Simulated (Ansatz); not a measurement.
# Rb4Na4Bi: the cost of one run

Method: DFT PBE, scalar-relativistic, plane waves, PAW, in Ansatz 0.2.0.

**1. The system as given**

It takes space group P6mm (No. 183, hexagonal). The conventional cell has a = 5.989 Å, b = 5.989 Å, c = 10.661 Å, α = 90.00°, β = 90.00°, γ = 120.00°. Rb (site symmetry 2mm) is surrounded by 4 Rb at 2.99 Å and 3 Na at 3.06 to 3.18 Å. Rb (site symmetry 6mm) has 1 Na at 2.83 Å and 1 Bi at 3.39 Å in its first shell of neighbours. Na (site symmetry 2mm) has 4 Na at 2.99 Å and 1 Rb at 3.18 Å in its first shell of neighbours. Na (site symmetry 6mm) is surrounded by 7 Rb at 2.83 to 3.06 Å. Around Bi (site symmetry 6mm) lie 1 Rb at 3.39 Å and 6 Na at 3.55 Å.

Structure file:

```
Rb Na Bi
1.0
     5.98871    0.00000    0.00000
    -2.99436    5.18638    0.00000
     0.00000    0.00000   10.66053
Rb Na Bi
4 4 1
Direct
  0.50000 0.00000 0.05868
  0.00000 0.50000 0.05868
  0.50000 0.50000 0.05868
  0.00000 0.00000 0.26382
  0.50000 0.00000 0.76004
  0.00000 0.50000 0.76004
  0.50000 0.50000 0.76004
  0.00000 0.00000 0.99831
  0.00000 0.00000 0.58195
```

A structure generator made this guess: random cell by space group and Wyckoff sites (P6mm, No. 183). The dimensions are guesses.

**2. The guess as it stands, on a coarse mesh**

input.yaml

```yaml
crystal:
  lattice:
    - [5.98871321, 0.0, 0.0]
    - [-2.99435661, 5.18637778, 0.0]
    - [0.0, 0.0, 10.66052805]
  atoms:
    - { symbol: Rb, position: [0.5, 0.0, 0.0586834] }
    - { symbol: Rb, position: [0.0, 0.5, 0.0586834] }
    - { symbol: Rb, position: [0.5, 0.5, 0.0586834] }
    - { symbol: Rb, position: [0.0, 0.0, 0.2638183] }
    - { symbol: Na, position: [0.5, 0.0, 0.76004243] }
    - { symbol: Na, position: [0.0, 0.5, 0.76004243] }
    - { symbol: Na, position: [0.5, 0.5, 0.76004243] }
    - { symbol: Na, position: [0.0, 0.0, 0.99831408] }
    - { symbol: Bi, position: [0.0, 0.0, 0.58195021] }
basis:
  ecutwfc: 420
kpoints:
  mp_grid: { grid: [3, 3, 2] }
hamiltonian:
  xc: pbe
scf:
  occupations: { method: gaussian, width: 0.1 }
  lower_state_search: "off"
output:
  forces: true
  stress: true
  eigenvalues: true
```

Launch:

```console
$ ansatz run input.yaml --threads 1 --pin off --max-ram 2560MiB --backend cpu --events-out ev --progress --plain --runs-dir out
```

**Question.** How long does this run take on 1 thread of AMD EPYC (Zen 3), shared host, and how much memory does it need?

About 20 s, with a peak of 0.52 GiB.
